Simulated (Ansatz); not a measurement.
**Molecular dynamics of CeIn5Rh**

input.yaml

```yaml
accuracy: low
crystal:
  lattice:
    - [-4.847072, -4.847072, 0.0]
    - [4.847072, -4.847072, 0.0]
    - [0.0, 0.0, 7.779507]
  atoms:
    - { symbol: Ce, position: [0.45917182, 0.47102477, -0.04323417] }
    - { symbol: In, position: [-0.09501752, 0.42480255, 0.04905484] }
    - { symbol: In, position: [0.34485005, 0.96009039, 0.68643803] }
    - { symbol: In, position: [0.32132556, 0.21263092, 0.24336102] }
    - { symbol: In, position: [0.26596387, 0.65721776, 0.3577407] }
    - { symbol: In, position: [0.08410725, 0.36380233, 0.64166986] }
    - { symbol: Rh, position: [0.5957513, 0.51344711, 0.50507778] }
    - { symbol: Ce, position: [0.00048724, -0.11249837, -0.03632916] }
    - { symbol: In, position: [0.45293189, -0.13143613, 0.10792295] }
    - { symbol: In, position: [0.62454901, 0.20470695, 0.71341217] }
    - { symbol: In, position: [0.72826045, 0.6753596, 0.23633288] }
    - { symbol: In, position: [0.78081242, 0.20637896, 0.38296706] }
    - { symbol: In, position: [0.69810938, 0.77369892, 0.69241189] }
    - { symbol: Rh, position: [0.01909277, -0.01363114, 0.56902165] }
basis:
  ecutwfc: 420.0
kpoints:
  mp_grid: { grid: [2, 2, 2] }
hamiltonian:
  xc: lda
scf:
  occupations: { method: fermi_dirac, width: 0.3 }
  lower_state_search: "off"
md:
  timestep: 2.25
  n_steps: 400
  ensemble: nvt_langevin
  temperature: 2800.0
  initial_velocities: maxwell_boltzmann
  seed: 209101
  friction: 0.02
  temperature_schedule:
    - { n_steps: 300, end_temperature: 300.0 }
    - { n_steps: 100, end_temperature: 300.0 }
```

Launched with:

```bash
$ ansatz run input.yaml --threads 2 --pin off --max-ram 5120MiB --backend cpu --events-out ev --progress --plain --runs-dir out
```

It goes on from the last frame of an earlier run, with new velocities.

Output, in part (step lines):

```
md step     0: t =     0.00 fs  T =  2600.0 K (target 2800.0 K)  F+E_penalty+E_count = -79923.89332160 eV  E_kin = 4.705064 eV  (12 SCF iters)
md step     1: t =     2.25 fs  T =  2522.6 K (target 2795.8 K)  F+E_penalty+E_count = -79923.93143157 eV  E_kin = 4.565058 eV  (9 SCF iters)
md step     2: t =     4.50 fs  T =  2601.3 K (target 2787.5 K)  F+E_penalty+E_count = -79923.97040193 eV  E_kin = 4.707386 eV  (9 SCF iters)
md step     3: t =     6.75 fs  T =  2682.6 K (target 2779.2 K)  F+E_penalty+E_count = -79924.02567542 eV  E_kin = 4.854463 eV  (9 SCF iters)
md step     4: t =     9.00 fs  T =  2784.4 K (target 2770.8 K)  F+E_penalty+E_count = -79924.09126232 eV  E_kin = 5.038830 eV  (9 SCF iters)
md step     5: t =    11.25 fs  T =  3137.8 K (target 2762.5 K)  F+E_penalty+E_count = -79924.14917159 eV  E_kin = 5.678273 eV  (7 SCF iters)
md step     6: t =    13.50 fs  T =  3059.9 K (target 2754.2 K)  F+E_penalty+E_count = -79924.17967299 eV  E_kin = 5.537391 eV  (7 SCF iters)
md step     7: t =    15.75 fs  T =  2945.0 K (target 2745.8 K)  F+E_penalty+E_count = -79924.18321452 eV  E_kin = 5.329337 eV  (7 SCF iters)
[... lines left out ...]
md step   399: t =   897.75 fs  T =   381.9 K (target 300.0 K)  F+E_penalty+E_count = -79928.50336228 eV  E_kin = 0.691098 eV  (6 SCF iters)
md step   400: t =   900.00 fs  T =   421.8 K (target 300.0 K)  F+E_penalty+E_count = -79928.50881222 eV  E_kin = 0.763389 eV  (8 SCF iters)
```

The steps, from the saved trajectory:

```tsv
time (fs)	T (K)	potential energy less start (eV)
0	2600	0.000
29.25	2974	0.226
58.5	3055	0.118
87.75	4472	-1.143
117	3290	0.676
146.25	2189	0.151
175.5	1613	-0.430
204.75	3109	-1.101
234	2450	-0.424
263.25	2533	-0.867
292.5	2500	-0.558
321.75	1739	-0.753
351	1642	-1.568
380.25	1379	-1.792
409.5	1145	-1.760
438.75	1191	-2.268
468	1124	-2.628
497.25	915	-3.026
526.5	1062	-3.069
555.75	1083	-3.297
585	880	-3.393
614.25	645	-3.184
643.5	815	-3.317
672.75	628	-3.525
702	421	-3.682
731.25	248	-3.930
760.5	406	-4.128
789.75	341	-4.175
819	281	-4.297
848.25	467	-4.523
877.5	420	-4.582
```

All steps were run. The schedule's set-point averaged 509 K over the second half and the system 640 K, so it lags behind the ramp. A run of 0.9 ps of so small a system gives no equilibrium averages. Limits of this set-up: coarse k mesh, magnetic elements without spin, low accuracy level.

Mean squared displacements from the first frame to the last, about the centre of mass: Ce 0.34 Å², In 0.34 Å², Rh 1.42 Å².

Last frame:

```xyz
14
Lattice="-4.8471 -4.8471 0.0000 4.8471 -4.8471 0.0000 0.0000 0.0000 7.7795" Properties=species:S:1:pos:R:3
Ce -0.182 -4.980 -0.495
In 1.921 -2.377 0.407
In 3.121 -7.095 5.034
In -0.772 -2.881 2.385
In 1.463 -5.285 2.510
In 1.335 -3.317 4.795
Rh -0.923 -5.038 4.311
Ce -0.549 -0.122 0.419
In -2.966 -2.784 0.327
In -2.933 -5.170 6.043
In -0.745 -7.301 2.462
In -3.416 -5.415 3.013
In -0.121 -7.711 5.282
Rh -1.080 0.088 3.493
```

Run time: 22 min on 2 threads of AMD EPYC 9R45 96-Core Processor (Zen 5) (shared host), peak memory 1.2 GiB.
